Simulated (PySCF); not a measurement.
# C6H18P3+: NMR shifts at several levels of theory

How much do the NMR shifts of C6H18P3+ (`CP(C)[P+](C)(C)P(C)C`) depend on the level of theory, and what does each level cost?

The runs use PySCF 2.14.0, with density-fitted response routines of our own; the level of theory stands in each step. All values are computed, except where a source is named. Atoms are numbered from 0 throughout.

## (1) The starting structure

27 atoms, charge 1, multiplicity 1; geometry from: GFN2-xTB.

Bonds of the start (Å): C0–P1 1.84, P1–C2 1.84, P1–P3 2.24, P3–C4 1.83, P3–C5 1.82, P3–P6 2.24, P6–C7 1.84, P6–C8 1.84, C0–H9 1.09, C0–H10 1.09, C0–H11 1.09, C2–H12 1.09, C2–H13 1.09, C2–H14 1.09, C4–H15 1.09, C4–H16 1.09, C4–H17 1.09, C5–H18 1.09, C5–H19 1.09, C5–H20 1.09, C7–H21 1.09, C7–H22 1.09, C7–H23 1.09, C8–H24 1.09, C8–H25 1.09, C8–H26 1.09.

## (2) Optimising the geometry at PBE0-D3(BJ)/def2-SVP

What the job is given:

```
{"job": {"xc": "PBE0", "basis": "def2-SVP", "d3": "d3bj", "grid": 1, "kind": "geom"}, "charge": 1, "multiplicity": 1}
C     -1.889670    -1.199200     1.716400
P     -2.068920    -0.344080     0.093370
C     -2.160570     1.404950     0.673180
P      0.059950    -0.395240    -0.596970
C     -0.108420     0.144890    -2.334280
C      0.409380    -2.173340    -0.768510
P      2.059590     0.406970     0.002820
C      1.739030     2.214510    -0.163350
C      1.917370     0.234190     1.834100
H     -1.133160    -0.745960     2.353330
H     -1.664500    -2.252440     1.563030
H     -2.852410    -1.139050     2.223750
H     -1.489210     1.603460     1.506060
H     -1.952260     2.086410    -0.149490
H     -3.182360     1.590670     1.003100
H      0.847220     0.028470    -2.844210
H     -0.418480     1.186810    -2.387350
H     -0.862330    -0.470450    -2.823620
H      0.630570    -2.616330     0.200710
H     -0.454620    -2.674580    -1.203360
H      1.273800    -2.302840    -1.418500
H      1.630480     2.481710    -1.212330
H      0.866430     2.543750     0.396630
H      2.615360     2.736810     0.220240
H      1.762720    -0.808880     2.103640
H      1.124830     0.852460     2.250580
H      2.864850     0.549390     2.270390
```

The program printed:

```text
step   0  E = -1262.19873244  max force = 0.018515
step   1  E = -1262.20378415  max force = 0.009578
step   2  E = -1262.20503933  max force = 0.003072
step   3  E = -1262.20520376  max force = 0.000739
step   4  E = -1262.20525005  max force = 0.000289
step   5  E = -1262.20529410  max force = 0.000563
step   6  E = -1262.20531523  max force = 0.000435
step   7  E = -1262.20532226  max force = 0.000228
optimisation converged
```

Wall time 5.4 min (8 threads of Intel Xeon at 2.50GHz (Skylake/Cascade Lake), shared host).

The steps of the relaxation:

```tsv
step	energy from step 0 (eV)	largest force component (eV/Å)
0	0.0000	0.9521
1	-0.1375	0.4925
2	-0.1716	0.1580
3	-0.1761	0.0380
4	-0.1774	0.0149
5	-0.1786	0.0290
6	-0.1791	0.0224
7	-0.1793	0.0117
```

Distances of close pairs at the start and the end, largest changes first:

```tsv
bond	before (Å)	after (Å)	change (Å)
P1–P3	2.239	2.215	-0.024
P3–P6	2.236	2.215	-0.022
P3–C4	1.827	1.814	-0.013
C0–H11	1.090	1.102	+0.012
C7–H23	1.090	1.102	+0.012
C2–H14	1.090	1.101	+0.012
C8–H26	1.090	1.101	+0.012
C7–H21	1.088	1.100	+0.012
```

The end geometry stands in the next job.

```tsv
at the end point	value
point group (found at 0.08 Å tolerance)	C2
rotational constants (GHz, main isotopes)	1.119, 0.758, 0.702
```

## (3) NMR shieldings: PBE0/pcSseg-1

What the job is given:

```
{"job": {"kind": "nmr", "xc": "PBE0", "basis": "pcSseg-1", "pop": false}, "charge": 1, "multiplicity": 1}
C     -1.782654    -1.204157     1.708577
P     -1.968426    -0.282241     0.123541
C     -1.983089     1.472736     0.687073
P      0.076272    -0.452084    -0.710135
C     -0.059075     0.169836    -2.409333
C      0.402819    -2.233931    -0.813270
P      1.947696     0.424864     0.086386
C      1.614999     2.225416    -0.124435
C      1.716130     0.189770     1.899816
H     -0.999130    -0.823539     2.377128
H     -1.622504    -2.273326     1.508323
H     -2.751759    -1.120735     2.226186
H     -1.239596     1.701439     1.462875
H     -1.857071     2.151592    -0.168959
H     -2.986162     1.662925     1.100402
H      0.907722     0.058474    -2.922544
H     -0.347346     1.230658    -2.404612
H     -0.830822    -0.405466    -2.941053
H      0.582892    -2.645920     0.189899
H     -0.461844    -2.742934    -1.264801
H      1.296786    -2.400363    -1.431585
H      1.577940     2.480874    -1.193223
H      0.712890     2.592169     0.382850
H      2.488101     2.749459     0.296198
H      1.660861    -0.881144     2.143911
H      0.845752     0.716964     2.313913
H      2.623288     0.581725     2.386231
```

With the program's defaults for keys left out, this is: GIAO PBE0/pcSseg-1 NMR shielding, non-relativistic, gas phase.

The program printed:

```text
coarse grid: 22552 points
cycle   1  E = -1262.4566638855  dE =  7.299e-01  |g| = 5.430e-01  |ddm| = 4.523e+00
cycle   2  E = -1262.4215941796  dE =  3.507e-02  |g| = 6.398e-01  |ddm| = 1.150e+00
cycle   3  E = -1262.5275647696  dE = -1.060e-01  |g| = 6.780e-02  |ddm| = 7.418e-01
cycle   4  E = -1262.5287701107  dE = -1.205e-03  |g| = 2.861e-02  |ddm| = 1.378e-01
cycle   5  E = -1262.5290078695  dE = -2.378e-04  |g| = 4.549e-03  |ddm| = 4.376e-02
cycle   6  E = -1262.5290137735  dE = -5.904e-06  |g| = 8.602e-04  |ddm| = 6.994e-03
final grid: 199728 points
cycle   7  E = -1262.5853086870  dE = -5.465e-05  |g| = 1.142e-02  |ddm| = 4.947e-02
cycle   8  E = -1262.5852952588  dE =  1.343e-05  |g| = 1.363e-02  |ddm| = 1.928e-02
cycle   9  E = -1262.5853417947  dE = -4.654e-05  |g| = 7.740e-04  |ddm| = 1.126e-02
cycle  10  E = -1262.5853419623  dE = -1.677e-07  |g| = 2.786e-04  |ddm| = 1.573e-03
cycle  11  E = -1262.5853419852  dE = -2.283e-08  |g| = 5.301e-05  |ddm| = 4.288e-04
cycle  12  E = -1262.5853419860  dE = -7.790e-10  |g| = 7.733e-06  |ddm| = 9.917e-05
converged SCF energy = -1262.5853419860

GIAO shielding tensors (ppm)
atom      isotropic    diamagn.    paramagn.     s11        s22        s33       span
  0 C      174.709     255.470     -80.761    165.152    175.777    183.198     18.046
  1 P      304.472     969.972    -665.500    166.166    314.882    432.367    266.201
  2 C      175.272     256.197     -80.926    165.913    176.510    183.392     17.479
  3 P      335.888     973.273    -637.386    299.962    338.679    369.022     69.059
  4 C      175.454     256.924     -81.470    163.127    175.105    188.129     25.002
  5 C      175.483     256.948     -81.465    163.276    175.097    188.075     24.799
  6 P      304.269     969.966    -665.697    166.030    314.570    432.208    266.179
  7 C      174.706     255.475     -80.769    165.170    175.721    183.228     18.058
  8 C      175.284     256.176     -80.892    165.918    176.521    183.414     17.496
  9 H       29.418      33.310      -3.892     23.014     29.853     35.388     12.373
 10 H       29.667      31.484      -1.817     24.695     28.357     35.949     11.253
 11 H       29.510      28.699       0.811     24.638     25.856     38.036     13.398
 12 H       29.382      33.618      -4.236     23.827     29.398     34.921     11.094
 13 H       29.606      32.449      -2.844     25.134     28.415     35.268     10.134
 14 H       29.429      28.933       0.495     24.513     25.828     37.944     13.431
 15 H       29.718      31.064      -1.346     24.838     26.856     37.461     12.623
 16 H       29.543      32.929      -3.386     24.908     27.849     35.873     10.966
 17 H       29.607      30.791      -1.184     24.562     26.792     37.469     12.907
 18 H       29.546      32.961      -3.415     24.918     27.858     35.863     10.945
 19 H       29.720      31.088      -1.368     24.844     26.861     37.454     12.610
 20 H       29.608      30.796      -1.188     24.566     26.783     37.476     12.910
 21 H       29.668      31.505      -1.837     24.693     28.388     35.922     11.229
 22 H       29.415      33.286      -3.871     23.019     29.842     35.383     12.364
 23 H       29.504      28.683       0.821     24.631     25.839     38.040     13.409
 24 H       29.600      32.418      -2.818     25.125     28.397     35.279     10.153
 25 H       29.376      33.600      -4.224     23.803     29.401     34.923     11.120
 26 H       29.430      28.917       0.513     24.517     25.831     37.942     13.425
```

Run time: 2 min. Hardware: 8 threads of Intel Xeon at 2.50GHz (Skylake/Cascade Lake), shared host.

The references, computed at this level on geometries of the same kind, shield at (ppm): 1H TMS 31.27, 13C TMS 184.4, 31P H3PO4 310.1. Their shielding less the atom's gives the shift. The references are single molecules in the gas phase, so shifts against H2O, NH3, PH3, H3PO4 or CFCl3 are not on the usual liquid scales and can be off by tens of ppm. Atoms listed in one row are averaged.

```tsv
atoms	environment	σ (ppm)	δ (ppm)
C0, C2, C7, C8	methyl carbon bonded to P	175.0	9.4
C4, C5	methyl carbon bonded to P	175.5	8.9
H9, H10, H11, H12, H13 and 7 more	hydrogen on a methyl carbon bonded to P	29.50	1.77
H15, H16, H17, H18, H19, H20	hydrogen on a methyl carbon bonded to P	29.62	1.64
P1, P6	phosphorus bonded to 2 C, P	304.4	5.8
P3	phosphorus bonded to 2 C, 2 P	335.9	-25.8
```

## (4) Nuclear shieldings: PBE/pcSseg-1

Same as in step 3 but for these lines:

```diff
@@ -1,2 +1,2 @@
-{"job": {"kind": "nmr", "xc": "PBE0", "basis": "pcSseg-1", "pop": false}, "charge": 1, "multiplicity": 1}
+{"job": {"kind": "nmr", "xc": "PBE", "basis": "pcSseg-1", "pop": false}, "charge": 1, "multiplicity": 1}
 C     -1.782654    -1.204157     1.708577
```

With the program's defaults for keys left out, this is: GIAO PBE/pcSseg-1 NMR shielding, non-relativistic, gas phase.

The program printed:

```text
coarse grid: 22552 points
cycle   1  E = -1262.2087733267  dE =  5.597e-01  |g| = 8.266e-01  |ddm| = 4.610e+00
cycle   2  E = -1261.9132422254  dE =  2.955e-01  |g| = 1.309e+00  |ddm| = 1.899e+00
cycle   3  E = -1262.3706158082  dE = -4.574e-01  |g| = 1.543e-01  |ddm| = 1.432e+00
cycle   4  E = -1262.3779030672  dE = -7.287e-03  |g| = 5.443e-02  |ddm| = 3.346e-01
cycle   5  E = -1262.3787781270  dE = -8.751e-04  |g| = 1.185e-02  |ddm| = 9.264e-02
cycle   6  E = -1262.3788204914  dE = -4.236e-05  |g| = 2.721e-03  |ddm| = 2.237e-02
cycle   7  E = -1262.3788221825  dE = -1.691e-06  |g| = 7.100e-04  |ddm| = 4.084e-03
final grid: 199728 points
cycle   8  E = -1262.4548115509  dE = -4.671e-05  |g| = 1.958e-02  |ddm| = 6.427e-02
cycle   9  E = -1262.4546555835  dE =  1.560e-04  |g| = 3.148e-02  |ddm| = 3.850e-02
cycle  10  E = -1262.4549064188  dE = -2.508e-04  |g| = 2.309e-03  |ddm| = 2.627e-02
cycle  11  E = -1262.4549081251  dE = -1.706e-06  |g| = 5.655e-04  |ddm| = 4.559e-03
cycle  12  E = -1262.4549082171  dE = -9.202e-08  |g| = 1.463e-04  |ddm| = 1.020e-03
cycle  13  E = -1262.4549082232  dE = -6.087e-09  |g| = 3.057e-05  |ddm| = 2.576e-04
cycle  14  E = -1262.4549082234  dE = -2.428e-10  |g| = 8.964e-06  |ddm| = 5.164e-05
converged SCF energy = -1262.4549082234

GIAO shielding tensors (ppm)
atom      isotropic    diamagn.    paramagn.     s11        s22        s33       span
  0 C      168.983     255.160     -86.177    158.753    169.598    178.598     19.845
  1 P      269.072     970.604    -701.532    121.413    283.313    402.489    281.075
  2 C      169.835     255.937     -86.103    159.488    170.934    179.081     19.593
  3 P      314.055     973.862    -659.807    279.914    317.691    344.561     64.647
  4 C      169.963     256.478     -86.515    156.553    169.458    183.878     27.325
  5 C      169.991     256.500     -86.510    156.706    169.450    183.816     27.110
  6 P      268.912     970.600    -701.688    121.335    283.016    402.384    281.049
  7 C      168.981     255.164     -86.182    158.773    169.540    178.630     19.857
  8 C      169.843     255.915     -86.072    159.493    170.938    179.097     19.604
  9 H       29.202      33.596      -4.394     22.915     29.767     34.925     12.009
 10 H       29.518      31.560      -2.043     24.844     28.413     35.297     10.454
 11 H       29.445      28.611       0.834     24.859     25.999     37.477     12.618
 12 H       29.151      33.886      -4.735     23.653     29.331     34.468     10.815
 13 H       29.428      32.585      -3.157     25.216     28.464     34.605      9.389
 14 H       29.379      28.844       0.535     24.783     25.978     37.375     12.593
 15 H       29.640      31.076      -1.435     25.073     26.881     36.967     11.894
 16 H       29.391      33.050      -3.659     25.011     27.819     35.343     10.332
 17 H       29.558      30.795      -1.236     24.814     26.882     36.980     12.166
 18 H       29.394      33.083      -3.689     25.022     27.827     35.333     10.311
 19 H       29.642      31.100      -1.458     25.079     26.886     36.960     11.881
 20 H       29.559      30.800      -1.241     24.818     26.873     36.986     12.168
 21 H       29.517      31.582      -2.065     24.840     28.442     35.270     10.430
 22 H       29.200      33.570      -4.371     22.920     29.758     34.921     12.002
 23 H       29.439      28.594       0.844     24.854     25.982     37.481     12.627
 24 H       29.424      32.554      -3.130     25.209     28.446     34.616      9.407
 25 H       29.144      33.867      -4.723     23.628     29.333     34.470     10.841
 26 H       29.380      28.827       0.553     24.785     25.981     37.374     12.589
```

Wall time 2.8 min (8 threads of Intel Xeon at 2.50GHz (Skylake/Cascade Lake), shared host).

This run: δ C0 10.6, C4 10.1, P1 26.6, P3 -18.4, H9 1.84, H15 1.67 ppm (means over like atoms).

[end of part 1 of 2]
